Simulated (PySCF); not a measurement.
# Au3: forces at shaken geometries

Aim: move all atoms of relaxed Au3 at random and read energies and forces. The structure is generated, not taken from experiment.

Computed with PySCF 2.14.0. Level: TPSS, Au def2-SVP with ECP60; scalar-relativistic core potentials, no spin–orbit coupling.

3 further runs of the same task are left out: 2 for a known fault of the program, 1 that didn't finish.

## 1. Where the work starts

3 atoms, charge 0, spin multiplicity 2.

Bond lengths: Au1–Au2 2.597 Å, Au2–Au3 2.597 Å. Angles: Au1–Au2–Au3 180.0°.

Geometry (Å):

```xyz
3
charge 0, multiplicity 2
Au    0.0000    0.0000    2.5975
Au    0.0000    0.0000    0.0000
Au    0.0000    0.0000   -2.5975
```

An earlier session relaxed this geometry at TPSS, Au def2-SVP with ECP60 (doublet, point group D∞h).

Its energy there is -407.123304 Eh.

## 2. Atoms moved at random, σ = 0.15 Å

The input, run.py (the lines that set the calculation):

```python
mol = gto.M(atom='''
Au     0.06114    -0.13957     2.56065
Au    -0.07031     0.31563    -0.08482
Au     0.00917    -0.17607    -2.47583''',
    basis={'Au': 'def2-SVP'},
    ecp={'Au': 'def2-SVP'},
    charge=0, spin=1)
mf = dft.UKS(mol, xc='TPSS')
mf.grids.atom_grid = (50, 194)
mf = mf.density_fit()  # fitting sets: Au def2-universal-JKFIT
mf.conv_tol = 1e-08; mf.max_cycle = 55
mf.kernel(dm0)  # dm0: the density of the relaxed state
```

The run is started by

```
OMP_NUM_THREADS=2 python run.py
```

## 3. Atoms moved at random, σ = 0.15 Å

run.py (the lines that set the calculation): that of step 2 with these lines changed.

```diff
@@ -1,5 +1,5 @@
 mol = gto.M(atom='''
-Au     0.06114    -0.13957     2.56065
-Au    -0.07031     0.31563    -0.08482
-Au     0.00917    -0.17607    -2.47583''',
+Au     0.00695     0.09330     2.38508
+Au    -0.08764    -0.07509     0.17772
+Au     0.08070    -0.01821    -2.56280''',
     basis={'Au': 'def2-SVP'},
```

## 4. Atoms moved at random, σ = 0.03 Å

run.py (the lines that set the calculation): that of step 3 with these lines changed.

```diff
@@ -1,5 +1,5 @@
 mol = gto.M(atom='''
-Au     0.00695     0.09330     2.38508
-Au    -0.08764    -0.07509     0.17772
-Au     0.08070    -0.01821    -2.56280''',
+Au    -0.01508    -0.01571     2.55708
+Au     0.02825    -0.01244     0.02266
+Au    -0.01317     0.02816    -2.57974''',
     basis={'Au': 'def2-SVP'},
```

What does the calculation give? Wanted: for each run, σ; energy rise; harmonic estimate −½ F·u; largest force component.

As calculated:

| σ (Å) | energy rise (eV) | harmonic estimate −½ F·u (eV) | largest force component (eV/Å) |
| --- | --- | --- | --- |
| 0.15 | 0.090 | 0.090 | 2.12 |
| 0.15 | 1.128 | 1.484 | 8.42 |
| 0.03 | 0.016 | 0.017 | 0.56 |

Every displacement raises the energy. For a harmonic well the rise equals −½ F·u; the two differ by at most 32 % here (a move with σ = 0.15 Å), from anharmonicity, the grid and the small forces left at the relaxed point. The bases are small and lack diffuse functions. Spin–orbit coupling is left out for this open shell, where it can reorder the states. Open shells may have lower solutions than the one found.
